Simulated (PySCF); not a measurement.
**InCl: from the state search to spectroscopic constants**

Aim: find the lowest electronic state of InCl, scan its bond at several levels of theory, and get bond length, wavenumber and dissociation energy from each curve.

The runs use PySCF 2.14.0; In def2-TZVPPD with ECP28, Cl def2-TZVPPD, scalar-relativistic core potentials.

**1. Set-up**

The job is set up so:

* atoms: In, Cl
* charge: 0
* basis: In def2-TZVPPD with ECP28, Cl def2-TZVPPD
* Hamiltonian: scalar-relativistic core potentials
* basis functions: 107
* electrons treated: 38
* masses in u: 114.9039, 34.9689
* levels: PBE0, PBE, r²SCAN, revPBE, BLYP, B2PLYP, B3LYP, PBEsol, LC-ωPBE, HF, MP2, SCS-MP2, CCSD, CCSD(T)
* grid: 80 radial by 434 angular points
* occupations: held fixed by the projection of orbital angular momentum
* dissociation limit: In + Cl, each in its ground configuration
* starting distance in angstrom: 2.360
* values of 2S to try: 0, 2

Started as:

```bash
> OMP_NUM_THREADS=2 python dia.py task.json out
```

After this run come: The PBE0 curve of the state that the search chose; Higher solutions at PBE0; PBE (GGA); r²SCAN (meta-GGA); revPBE (GGA); BLYP; B2PLYP (double hybrid); B3LYP (global hybrid GGA); PBEsol (GGA); LC-ωPBE (range-separated hybrid); RHF (mean field); Correlated methods on the Hartree–Fock reference.

What does the calculation give? Wanted: for each run, Re; ωe; De; μ.

**Answer**, as computed:

Lowest PBE0 solution found, without spin–orbit coupling: ¹Σ⁺ (singlet), closed shell. State 2 has its PBE0 minimum 3.41 eV higher. The other levels ran on the lowest alone.

| level | Re (Å) | ωe (cm⁻¹) | De (eV) | μ (D) |
| --- | --- | --- | --- | --- |
| RHF | 2.433 | 308 | 3.41 | -3.68 |
| RHF-MP2 | 2.406 | 319 | 4.72 | n/a |
| RHF-SCS-MP2 | 2.418 | 314 | 4.57 | n/a |
| RHF-CCSD | 2.414 | 317 | 4.38 | n/a |
| RHF-CCSD(T) | 2.414 | 317 | 4.50 | n/a |
| PBE | 2.440 | 298.5 | 4.70 | -3.60 |
| PBEsol | 2.411 | 310 | 4.92 | -3.37 |
| revPBE | 2.456 | 291.0 | 4.50 | -3.72 |
| BLYP | 2.472 | 285.9 | 4.52 | -3.85 |
| r²SCAN | 2.415 | 313 | 4.68 | -3.41 |
| B3LYP | 2.446 | 297.9 | 4.50 | -3.82 |
| PBE0 | 2.417 | 310 | 4.58 | -3.57 |
| LC-ωPBE | 2.391 | 322 | 4.47 | -3.42 |
| B2PLYP | 2.428 | 307 | 4.56 | -3.76 |

De is counted to In + Cl in their ground configurations. A positive dipole means In(−)Cl(+).

Differences from CCSD(T) in the same basis:

| level | Re (mÅ) | ωe (%) |
| --- | --- | --- |
| RHF | +18 | -3.0 |
| RHF-MP2 | -8 | +0.7 |
| RHF-SCS-MP2 | +4 | -1.1 |
| RHF-CCSD | 0 | 0.0 |
| PBE | +25 | -5.9 |
| PBEsol | -3 | -2.1 |
| revPBE | +42 | -8.3 |
| BLYP | +57 | -9.9 |
| r²SCAN | 0 | -1.3 |
| B3LYP | +31 | -6.1 |
| PBE0 | +2 | -2.2 |
| LC-ωPBE | -23 | +1.6 |
| B2PLYP | +14 | -3.1 |

Against CCSD(T) in the same basis, the bond length is nearest at RHF-CCSD and r²SCAN (0 mÅ) and farthest at BLYP (+57 mÅ); the wavenumber is nearest at RHF-CCSD (0.0 %) and farthest at BLYP (-9.9 %). Of the levels with a De here, RHF gives the least (3.41 eV) and PBEsol the most (4.92 eV).

Correlated steps freeze 9 core orbitals. Spin–orbit coupling is left out, which matters for elements this heavy, above all for dissociation energies. B2PLYP dipoles, levels and charges come from its SCF part alone.
